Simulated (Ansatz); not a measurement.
# AlAs (triplet): wave-function methods side by side at distance Al1–As2 = 1.868 Å, cc-pVDZ

Aim: climb from Hartree-Fock through coupled cluster and multireference methods for AlAs (triplet) at one geometry and basis, and see what each rung misses.

Computed with Ansatz 0.2.0, Gaussian basis. Level: cc-pVDZ, core rule «outside noble gas», up to 19 orbitals frozen.

To be run: UHF; CCSD(T) on ROHF; CCSD(T) on UHF; BCCD(T) on ROHF; CISD as a restricted active space (open shells left free, so some higher excitations enter); CCSDT(Q) on ROHF; CCSDT(Q) on UHF; CCSDTQ on ROHF; CCSDTQ on UHF; CASSCF and MRCISD+Q, 4 electrons in 4 orbitals; CASSCF and NEVPT2, 4 electrons in 4 orbitals; CASSCF and MRCISD+Q, 8 electrons in 8 orbitals; CASSCF and NEVPT2, 8 electrons in 8 orbitals; Full CI; Full CI in the symmetry of the determinant.

2 further runs of the same task are left out: 2 for a known fault of the program. Runs told in other sessions of the task aren't counted.

**1. What is computed**

The geometry derives from a PBE0/def2-TZVP stationary point (not a proven minimum). One bond is set to the value named and the two fragments are kept rigid. No spin-orbit coupling is included. The filled d shell of As may be among the frozen orbitals whatever the setting's name suggests.

2 atoms, charge 0, spin multiplicity 3.

Atoms are counted from 1 here; the program's logs count them from 0.

Bond lengths: Al1–As2 1.868 Å.

**2. UHF**

in.yaml

```yaml
crystal:
  periodic: [false, false, false]
  atoms:
    - {symbol: Al, position_ang: [0.000000, 0.000000, 0.000000]}
    - {symbol: As, position_ang: [0.000000, 0.000000, 1.868000]}
basis:
  gaussian: {orbitals: cc-pVDZ}
magnetization: {spin_polarized: true, initial_magnetization: 2}
hamiltonian: {xc: hf}
output: {orbitals: {seedname: orbitals}}
```

Launch:

```sh
> ansatz run in.yaml --threads 1 --pin off --events-out ev --progress --plain --max-ram 2560MiB --backend cpu
```

Further steps of the session: CCSD(T) on ROHF; CCSD(T) on UHF; BCCD(T) on ROHF; CISD as a restricted active space (open shells left free, so some higher excitations enter); CCSDT(Q) on ROHF; CCSDT(Q) on UHF; CCSDTQ on ROHF; CCSDTQ on UHF; CASSCF and MRCISD+Q, 4 electrons in 4 orbitals; CASSCF and NEVPT2, 4 electrons in 4 orbitals; CASSCF and MRCISD+Q, 8 electrons in 8 orbitals; CASSCF and NEVPT2, 8 electrons in 8 orbitals; Full CI; Full CI in the symmetry of the determinant.

**Question.** What will the summary of the whole plan be? Wanted: FCI from the RHF energy; RMP2 from FCI; UMP2 from FCI; RCCSD from FCI; RCCSD(T) from FCI; UCCSD(T) from FCI; RCCSDT(Q) from FCI; UCCSDT(Q) from FCI; NEVPT2 pair from FCI.

As calculated:

| quantity | value |
| --- | --- |
| FCI from the ROHF energy | -4.0798 eV |
| RMP2 from FCI | +830.8 meV |
| UMP2 from FCI | +832.1 meV |
| RCCSD from FCI | +220.2 meV |
| RCCSD(T) from FCI | +43.3 meV |
| UCCSD(T) from FCI | +40.6 meV |
| RCCSDT(Q) from FCI | +1.0 meV |
| UCCSDT(Q) from FCI | -4.5 meV |
| NEVPT2 pair from FCI | +793.1 meV |
| MRCISD+Q pair from FCI | +62.6 meV |
| NEVPT2 valence from FCI | +669.3 meV |
| levels within 1 kcal/mol (43 meV) | RCCSD(T), UCCSD(T), RCCSDT, UCCSDT, RCCSDT(Q), UCCSDT(Q), RCCSDTQ, UCCSDTQ, MRCISD+Q valence |
| T1 diagnostic | 0.040 |
| effectively unpaired electrons | 2.09 |

RCCSD(T) lands +43.3 meV from the yardstick (1.1 % of the correlation energy). UCCSDT(Q), UCCSDTQ fall below full CI: unrestricted runs freeze a spin-polarised core, another one than full CI's, and coupled cluster isn't variational. The occupations are near whole numbers, but T1 = 0.040 shows that the orbitals relax strongly. Of the multireference levels listed MRCISD+Q valence comes nearest in total energy (+26.7 meV), which doesn't show that its space is the better one. These misses are within one basis, not against nature; the frozen cores of restricted and unrestricted runs differ, which can shift their rows.

Levels on UHF freeze UHF's core orbitals, full CI those of ROHF, so the U rows can settle a little off it for that reason alone.

With open shells the CI space here admits some higher excitations, so it is larger than plain CISD.
